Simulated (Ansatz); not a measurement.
# FH4NSn: how energies converge with the basis set

Aim: see how fast density functionals converge with the basis set for FH4NSn.

Method: one geometry, several basis sets; program: Ansatz 0.2.0, Gaussian basis.

Plan: PBE0-D4/def2-SVP; ωB97M-V/def2-SVP; PBE0-D4/def2-QZVPP; ωB97M-V/def2-QZVPP; the functionals' def2-TZVPP values are taken from earlier runs.

**1. Structure used throughout**

All runs share one geometry, relaxed beforehand with PBE0-D4 in a triple-zeta def2 set. Sn takes the def2 core potential; no spin-orbit term is included.

SMILES `[NH2][SnH2][F]`, 7 atoms, charge 0, spin multiplicity 1.

Atoms are counted from 1 here; the program's logs count them from 0.

Bond lengths: N1–Sn2 1.995 Å, N1–H4 1.008 Å, N1–H5 1.008 Å, Sn2–F3 1.926 Å, Sn2–H6 1.699 Å, Sn2–H7 1.699 Å. Angles: Sn2–N1–H4 117.7°, Sn2–N1–H5 117.8°, H4–N1–H5 110.3°, N1–Sn2–F3 105.2°, N1–Sn2–H6 111.6°, N1–Sn2–H7 111.8°, F3–Sn2–H6 103.8°, F3–Sn2–H7 103.8°, H6–Sn2–H7 119.0°.

**2. PBE0-D4 in def2-SVP**

File in.yaml:

```yaml
crystal:
  periodic: [false, false, false]
  atoms:
    - {symbol: N, position_ang: [-0.824612, 0.088348, -0.942973]}
    - {symbol: Sn, position_ang: [0.497703, -0.065072, 0.542914]}
    - {symbol: F, position_ang: [0.233937, -1.827470, 1.272373]}
    - {symbol: H, position_ang: [-1.584168, 0.741362, -0.829557]}
    - {symbol: H, position_ang: [-0.469500, 0.125466, -1.885695]}
    - {symbol: H, position_ang: [0.113070, 0.971120, 1.833765]}
    - {symbol: H, position_ang: [2.094868, -0.101755, -0.036627]}
basis:
  gaussian: {orbitals: def2-SVP}
hamiltonian: {xc: pbe0, dispersion: d4}
output: {orbitals: {seedname: orbitals}}
```

After this run come: ωB97M-V in def2-SVP; PBE0-D4 in def2-QZVPP; ωB97M-V in def2-QZVPP.

Q: Predict the results of all the runs planned. Wanted: PBE0-D4: double and triple zeta above quadruple; ωB97M-V: double and triple zeta above quadruple.

**Answer**, as computed:

| quantity | value |
| --- | --- |
| PBE0-D4: double and triple zeta above quadruple | 6.22, 0.34 eV |
| ωB97M-V: double and triple zeta above quadruple | 6.39, 0.33 eV |

**Reading.** For PBE0-D4 the step from double to triple zeta gains 5.88 eV and the next only 0.34 eV. Total energies overstate the basis error of differences, where much of it tends to cancel. The LUMO of ωB97M-V is positive and keeps falling with the basis (1.98 to 0.87 eV): an unbound level that the basis holds in place.
